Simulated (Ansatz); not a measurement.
The system is Sn3Te.

```xyz
4
Lattice="4.8656 0.0000 0.0000 0.0000 4.8656 0.0000 0.0000 0.0000 4.8656" Properties=species:S:1:pos:R:3 pbc="T T T"
Te    0.0000    0.0000    0.0000
Sn    0.0000    2.4328    2.4328
Sn    2.4328    0.0000    2.4328
Sn    2.4328    2.4328    0.0000
```

The cell comes from a database or a generator and needn't be the stable form of this composition.

```yaml
Program: Ansatz 0.2.0
Task: relaxation of cell and atoms
Functional: PBEsol
Potentials_or_basis: all-electron LAPW, scalar-relativistic
Basis_error_allowed: 0.002 eV/atom
k_mesh: 6 × 6 × 6
Occupations: fermi-dirac, width 0.05 eV
Spin: no spin polarisation
```

At the start: volume 28.80 Å³/atom.

Question: Where does the relaxation end?

Answer: Over 4 steps the energy falls by 11.2 meV/atom and the volume is 27.36 Å³/atom (-5.0 %); space group Pm-3m (No. 221, to 0.05 Å).

The path:
```
step  energy change (eV)  largest force (eV/Å)  volume (Å³)
   1              0.0000                0.0000       115.19
   2             -0.0430                0.0000       108.24
   3             -0.0447                0.0000       109.43
   4             -0.0447                0.0000       109.43
```

Final structure:
```
CELL_PARAMETERS angstrom
4.78319 0.00000 0.00000
0.00000 4.78319 0.00000
0.00000 0.00000 4.78319
ATOMIC_POSITIONS crystal
Te 0.00000 0.00000 0.00000
Sn 0.00000 0.50000 0.50000
Sn 0.50000 0.00000 0.50000
Sn 0.50000 0.50000 0.00000
```
